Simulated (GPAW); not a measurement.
The system is Ta3AsAu2O13.

```
CELL_PARAMETERS angstrom
5.45204 0.00000 0.00000
-2.72602 4.72161 0.00000
0.00000 0.00000 9.57902
ATOMIC_POSITIONS crystal
Ta 0.00000 0.00000 0.19408
Ta 0.00000 0.00000 0.80592
Ta 0.66667 0.33333 0.00000
As 0.00000 0.00000 0.50000
Au 0.33333 0.66667 0.27428
Au 0.33333 0.66667 0.72572
O 0.00000 0.00000 0.00000
O 0.23947 0.97129 0.36402
O 0.02871 0.26818 0.36402
O 0.73182 0.76053 0.36402
O 0.23947 0.97129 0.63598
O 0.02871 0.26818 0.63598
O 0.73182 0.76053 0.63598
O 0.38452 0.33425 0.85844
O 0.66575 0.05027 0.85844
O 0.94973 0.61548 0.85844
O 0.38452 0.33425 0.14156
O 0.66575 0.05027 0.14156
O 0.94973 0.61548 0.14156
```

The cell was built by a generator and needn't be a form met in nature.

Base run:

```yaml
Program: GPAW 26.7.0
Functional: AM05
Potentials_or_basis: PAW data sets generated in the run's folder for this functional
Cutoff: 800 eV
Basis: pw
k_mesh: 4 × 4 × 2
Occupations: fermi-dirac, width 0.05 eV
Spin: no spin polarisation
```

Its results: pressure -4.4 GPa; largest force 0.313 eV/Å.

Q: The run is repeated on the same cell with these changes: functional from AM05 to PBEsol. What comes out?

A: Pressure -4.9 GPa; largest force 0.261 eV/Å.

Not every run made on this cell is shown here.
